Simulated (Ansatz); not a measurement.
**TeH radical (SMILES [TeH]): one structure at several levels**

An exercise on one series of results from a longer session: the logs are not shown, and one member is left open.

The runs use Ansatz 0.2.0, Gaussian basis; single points in def2-TZVPP.

Cores are frozen in the correlated methods. Filled d shells of the heavier atoms are correlated. Core potentials replace the inner electrons past krypton, and spin-orbit coupling is left out. Orbitals are unrestricted. B3LYP uses VWN-RPA correlation.

## Starting geometry

SMILES `[TeH]`, 2 atoms, charge 0, spin multiplicity 2.

Atoms are counted from 1 here; the program's logs count them from 0.

Bond lengths: Te1–H2 1.611 Å.

Coordinates:

```xyz
2

Te   -0.6370    0.2997   -0.3716
H     0.7166   -0.1837    0.3555
```

The first run:

Contents of run/in.yaml:

```yaml
crystal:
  periodic: [false, false, false]
  atoms:
    - {symbol: Te, position_ang: [-0.637000, 0.299700, -0.371600]}
    - {symbol: H, position_ang: [0.716600, -0.183700, 0.355500]}
basis:
  gaussian: {orbitals: def2-TZVPP}
magnetization: {spin_polarized: true, initial_magnetization: 1}
correlation: {method: ccsd_t}
scf: {omitted_lower_state_checks: [cluster_reference]}
output: {forces: true}
```

No record of the launch command was kept for these runs.

Steps of the session up to this table: CCSD(T)/def2-TZVPP; PBE0-D4/def2-TZVPP; wB97M-V/def2-TZVPP; r2SCAN-D4/def2-TZVPP; PBE-D4/def2-TZVPP; r2SCANh-D4/def2-TZVPP; B3LYP-D4/def2-TZVPP.

One of the session's tables, all rows but one given; the rest of the session is left out.

```
    method  RMS force component (eV/Å)  dipole (D)
   CCSD(T)                       0.437        0.20
   PBE0-D4                       0.528        0.20
   wB97M-V                       0.446        0.18
 r2SCAN-D4                           ?           ?
    PBE-D4                       0.667        0.16
r2SCANh-D4                       0.494        0.21
  B3LYP-D4                       0.575        0.15
```

**Question.** Estimate the row for r2SCAN-D4.

The run gave: RMS force component (eV/Å): 0.529; dipole (D): 0.21. In the column «RMS force component (eV/Å)» it lies between PBE0-D4 (0.528) and B3LYP-D4 (0.575).
